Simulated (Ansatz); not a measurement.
# ScGe+ (quintet): the correlation ladder at distance Sc1–Ge2 = 2.259 Å, def2-SVP

One table from this session's results is given with a row withheld; the runs are named, their logs left out.

Method: def2-SVP, core rule «outside noble gas», up to 23 orbitals frozen; program: Ansatz 0.2.0, Gaussian basis.

Plan: UHF; CCSD(T) on ROHF; CCSD(T) on UHF; CISD as a restricted active space (open shells left free, so some higher excitations enter); CCSDT(Q) on ROHF; CCSDT(Q) on UHF; CASSCF and MRCISD+Q, 6 electrons in 6 orbitals; CASSCF and NEVPT2, 6 electrons in 6 orbitals; Full CI.

55 further runs of the same task are left out: 27 for a known fault of the program, 22 that didn't finish, 6 set aside as unsound or not needed. Runs told in other sessions of the task aren't counted.

### What is computed

The geometry derives from a PBE0/def2-TZVP stationary point (not a proven minimum). One bond is set to the value named and the two fragments are kept rigid. No spin-orbit coupling is included. The filled d shell of Ge may be among the frozen orbitals whatever the setting's name suggests.

2 atoms, charge 1, spin multiplicity 5.

Atoms are counted from 1 here; the program's logs count them from 0.

Bond lengths: Sc1–Ge2 2.259 Å.

Set-up of the first run:

in.yaml

```yaml
crystal:
  periodic: [false, false, false]
  atoms:
    - {symbol: Sc, position_ang: [0.000000, 0.000000, 0.000000]}
    - {symbol: Ge, position_ang: [0.000000, 0.000000, 2.259000]}
basis:
  gaussian: {orbitals: def2-SVP}
total_charge: 1
magnetization: {spin_polarized: true, initial_magnetization: 4}
hamiltonian: {xc: hf}
output: {orbitals: {seedname: orbitals}}
```

Launch:

```
> ansatz run in.yaml --threads 1 --pin off --events-out ev --progress --plain --max-ram 2393MiB
```

Among the steps run: UHF; CCSD(T) on ROHF; CCSD(T) on UHF; CISD as a restricted active space (open shells left free, so some higher excitations enter); CCSDT(Q) on ROHF; CCSDT(Q) on UHF; CASSCF and MRCISD+Q, 6 electrons in 6 orbitals; CASSCF and NEVPT2, 6 electrons in 6 orbitals; Full CI.

One table of the session follows, with a row left open; its other results are not shown here.

```
       method  from FCI (kJ/mol)
         ROHF             +245.8
          UHF             +238.4
         RMP2              +67.8
         UMP2              +66.8
        RCCSD              +14.5
        UCCSD              +11.5
     RCCSD(T)                  ?
     UCCSD(T)               +1.4
       RCCSDT               +0.4
       UCCSDT               -2.4
    RCCSDT(Q)               -0.3
    UCCSDT(Q)               -3.2
  CASSCF pair             +216.1
  NEVPT2 pair              +72.4
  MRCISD pair              +19.9
MRCISD+Q pair               +2.6
          FCI                  0
```

Estimate the missing values for RCCSD(T).

As computed: from FCI (kJ/mol): +4.2. In the column «from FCI (kJ/mol)» it lies between MRCISD+Q pair (+2.6) and UCCSD (+11.5).

Not comparable, so not listed: CISD as a restricted active space (open shells left free, so some higher excitations enter) (they don't share determinant, frozen orbitals or solution with the rows shown, or repeat one).

To keep in mind: UCCSDT, RCCSDT(Q), UCCSDT(Q) fall below full CI: unrestricted runs freeze a spin-polarised core, another one than full CI's, and coupled cluster isn't variational. Levels on UHF freeze UHF's core orbitals, full CI those of ROHF, so the U rows can settle a little off it for that reason alone. Restricted and unrestricted rows rest on different reference determinants; a gap between their highest levels can come from leftover correlation error, from unlike frozen cores or from another state.
